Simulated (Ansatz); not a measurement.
**BeBH₃ (singlet): wave-function methods side by side at distance Be2–H5 = 1.654 Å, 6-31G**

One table from this session's results is given with a row withheld; the runs are named, their logs left out.

Computed with Ansatz 0.2.0, Gaussian basis. Level: 6-31G, core rule «outside noble gas», up to 2 orbitals frozen.

Plan: UHF; CCSD(T) on RHF; BCCD(T) on RHF; CISD; CCSDT(Q) on RHF; CCSDTQ on RHF; CASSCF and MRCISD+Q, 2 electrons in 2 orbitals; CASSCF and NEVPT2, 2 electrons in 2 orbitals; Full CI.

38 further runs of the same task are left out: 22 for a known fault of the program, 13 that didn't finish, 3 set aside as unsound or not needed. Runs told in other sessions of the task aren't counted.

## What is computed

The geometry derives from a PBE0/def2-TZVP stationary point (not a proven minimum). One bond is set to the value named and the two fragments are kept rigid.

5 atoms, charge 0, spin multiplicity 1.

Atoms are counted from 1 here; the program's logs count them from 0.

Bond lengths: B1–Be2 1.873 Å, B1–H3 1.202 Å, B1–H4 1.202 Å, Be2–H5 1.654 Å. Angles: Be2–B1–H3 123.4°, Be2–B1–H4 123.4°, H3–B1–H4 113.2°, B1–Be2–H5 180.0°.

The first run:

File in.yaml:

```yaml
crystal:
  periodic: [false, false, false]
  atoms:
    - {symbol: B, position_ang: [0.000000, 0.000000, 0.836093]}
    - {symbol: Be, position_ang: [0.000000, 0.000000, -1.037068]}
    - {symbol: H, position_ang: [0.000000, 1.003181, 1.497949]}
    - {symbol: H, position_ang: [0.000000, -1.003180, 1.497949]}
    - {symbol: H, position_ang: [0.000000, 0.000000, -2.691068]}
basis:
  gaussian: {orbitals: 6-31G}
magnetization: {spin_polarized: true, initial_magnetization: 0}
hamiltonian: {xc: hf}
output: {orbitals: {seedname: orbitals}}
```

On the command line:

```
$ ansatz run in.yaml --threads 1 --pin off --events-out ev --progress --plain --max-ram 2393MiB
```

Steps of the session up to this table: UHF; CCSD(T) on RHF; BCCD(T) on RHF; CISD; CCSDT(Q) on RHF; CCSDTQ on RHF; CASSCF and MRCISD+Q, 2 electrons in 2 orbitals; CASSCF and NEVPT2, 2 electrons in 2 orbitals; Full CI.

One table of the session follows, with a row left open; its other results are not shown here.

It belongs to the step «Misses and costs». 

```
     method  from FCI (meV)
        RHF         +2787.2
       RMP2          +756.8
       CISD          +188.5
      RCCSD           +64.1
   RCCSD(T)           +18.5
    BCCD(T)           +18.4
     RCCSDT               ?
  RCCSDT(Q)            +0.6
    RCCSDTQ            +0.1
CASSCF pair         +2293.0
NEVPT2 pair          +625.2
        FCI               0
```

Q: Estimate the row for RCCSDT from the others.

As computed: from FCI (meV): +2.3. In the column «from FCI (meV)» it lies between RCCSDT(Q) (+0.6) and BCCD(T) (+18.4).

Not comparable, so not listed: CASSCF and MRCISD+Q, 2 electrons in 2 orbitals (they don't share determinant, frozen orbitals or solution with the rows shown, or repeat one).

To keep in mind: Warnings in the runs' records: passed over end.
